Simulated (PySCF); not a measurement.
# CH8BN3: the cost of one run

Programs: PySCF 2.14.0, with density-fitted response routines of our own. Each step states its level of theory. These are calculated values for one molecule, in the gas phase or a continuum, unless marked as measured. Atoms count from 0, in the outputs and in this text.

### 1 Starting geometry

13 atoms, charge 0, multiplicity 1; geometry from: GFN2-xTB. The atoms were then displaced at random by about 0.01 Å, so the start is not that level's minimum.

Bonds of the start (Å): C0–N1 1.45, N1–B2 1.43, B2–N3 1.38, B2–N4 1.41, C0–H5 1.07, C0–H6 1.09, C0–H7 1.12, N1–H8 1.01, N3–H9 1.03, N3–H10 1.01, N4–H11 1.01, N4–H12 1.03.

### 2 Optimising the geometry at PBE0-D3(BJ)/def2-SVP

What the job is given:

```
{"job": {"xc": "PBE0", "basis": "def2-SVP", "d3": "d3bj", "grid": 1, "shake": 0.01, "kind": "geom"}, "charge": 0, "multiplicity": 1}
C      1.890850     0.180110     0.182140
N      0.631630    -0.534030     0.272760
B     -0.700500    -0.121250    -0.060360
N     -1.716850    -1.024420     0.171180
N     -0.968030     1.150480    -0.608830
H      2.605290    -0.332100    -0.426050
H      2.319890     0.390180     1.166660
H      1.704610     1.171210    -0.304100
H      0.762020    -1.442390     0.687820
H     -2.689350    -0.844860    -0.122110
H     -1.613060    -1.986100     0.446490
H     -0.286500     1.897600    -0.655960
H     -1.934170     1.478670    -0.759960
```

On the command line:

```sh
> OMP_NUM_THREADS=1 python probes_run.py task.json out
```

The driver reads the jobs from task.json and runs them one after another.

Q: Estimate the wall time and peak memory of this first job on 1 thread of Arm Neoverse V2, shared host.

About 51 s, with a peak of 0.45 GiB.
